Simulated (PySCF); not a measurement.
**CBrF (SMILES F[C]Br) at UCCSD(T)/STO-3G**

What is the vertical triplet–singlet gap of CBrF at UCCSD(T)/STO-3G? 

The results are computed with PySCF 2.14.0.

10 further runs of the same task are left out: 1 that didn't finish, 9 set aside as unsound or not needed.

### Step 1. The system as given

CBrF: 3 atoms, total charge 0, spin state triplet. SMILES: `F[C]Br`. The coordinates come from a GFN2-xTB relaxation.

Bond lengths: F1–C2 1.319 Å, C2–Br3 1.810 Å. Angles: F1–C2–Br3 124.5°.

### Step 2. A single-point energy at UCCSD(T)/STO-3G

Input file calc.py:

```python
from pyscf import gto, scf, cc

mol = gto.M(
    atom='F 0.230030 1.270470 0.267290; C -0.411350 0.216990 -0.201130; Br 0.181320 -1.487460 -0.066150',
    verbose=3,
    max_memory=1860,
    spin=2,
    charge=0,
    basis='sto-3g',
)

mf = scf.UHF(mol)
mf.conv_tol = 1e-10
mf.kernel()
if not mf.converged:
    mf = mf.newton().run(mf.mo_coeff, mf.mo_occ)

mycc = cc.CCSD(mf, frozen=11)
mycc.kernel()
e_t = mycc.ccsd_t()
e_tot = mycc.e_tot + e_t
print('E = %.10f Eh' % e_tot)
```

On the command line:

```console
OMP_NUM_THREADS=1 python calc.py
```

Output:

```text
WARN: HOMO -0.0545427763914538 >= LUMO -0.28804527249222

converged SCF energy = -2680.00510766206  <S^2> = 2.0094079  2S+1 = 3.0062654
E(UCCSD) = -2680.07353542378  E_corr = -0.06842776171910608
UCCSD(T) correction = -0.00266286237536093
E = -2680.0761982862 Eh
```

It took 0.93 s on 1 thread of Arm Neoverse V1, shared host; peak memory 0.1 GiB.

### Step 3. The singlet

Input file run.py:

```python
from pyscf import gto, scf, cc

mol = gto.M(
    atom='''
F      0.434694     2.400840     0.505105
C     -0.777339     0.410052    -0.380081
Br     0.342645    -2.810892    -0.125005
''',
    max_memory=1860,
    basis='sto-3g',
    verbose=3,
    unit='bohr',
    charge=0,
    spin=0,
)

mf = scf.RHF(mol)
mf.conv_tol = 1e-10
mf.kernel()
if not mf.converged:
    mf = mf.newton().run(mf.mo_coeff, mf.mo_occ)

mycc = cc.CCSD(mf, frozen=11)
mycc.kernel()
e_t = mycc.ccsd_t()
e_final = mycc.e_tot + e_t
print(f'total energy: {e_final:.8f} hartree')
```

On the command line:

```console
OMP_NUM_THREADS=1 python run.py
```

Output:

```text
converged SCF energy = -2679.98152610984
E(CCSD) = -2680.08005226109  E_corr = -0.09852615124585851
CCSD(T) correction = -0.00655791017005409
total energy: -2680.08661017 hartree
```

Wall time 1 s (1 thread of Arm Neoverse V1, shared host); peak memory 0.1 GiB.

### Step 4. Results

Level: UCCSD(T)/STO-3G, 11 core orbitals frozen.

| quantity | value |
| --- | --- |
| triplet: total energy | -2680.07620 Eh |
| triplet: dipole moment (Hartree–Fock density) | 0.44 D |
| triplet: HOMO energy (Hartree–Fock orbitals) (highest over α and β) | -7.31 eV |
| triplet: LUMO energy (Hartree–Fock orbitals) (lowest over α and β) | 6.20 eV |
| triplet: correlation energy (11 core orbitals frozen) | -71.1 mEh |
| triplet: (T) correction | -2.66 mEh |
| triplet: ⟨S²⟩ of the reference determinant | 2.009 |
| triplet: T1 diagnostic | 0.013 |
| singlet: total energy | -2680.08661 Eh |
| singlet: dipole moment (Hartree–Fock density) | 1.17 D |
| singlet: HOMO energy (Hartree–Fock orbitals) | -7.05 eV |
| singlet: LUMO energy (Hartree–Fock orbitals) | 5.93 eV |
| singlet: HOMO–LUMO gap (Hartree–Fock orbitals) | 12.98 eV |
| singlet: correlation energy (11 core orbitals frozen) | -105.1 mEh |
| singlet: (T) correction | -6.56 mEh |
| singlet: T1 diagnostic | 0.017 |
| vertical energy of the singlet above the triplet | -0.283 eV |

**Reading.** At this shape the singlet lies 0.28 eV (6.5 kcal/mol) below the triplet. In a minimal basis such a difference can be off by several eV, whatever the method. The triples (triplet) make up 3.7 % of the correlation energy. Mulliken charges (singlet) of the mean-field density run from -0.10 on F1 to +0.08 on C2. The triples (singlet) make up 6.2 % of the correlation energy.
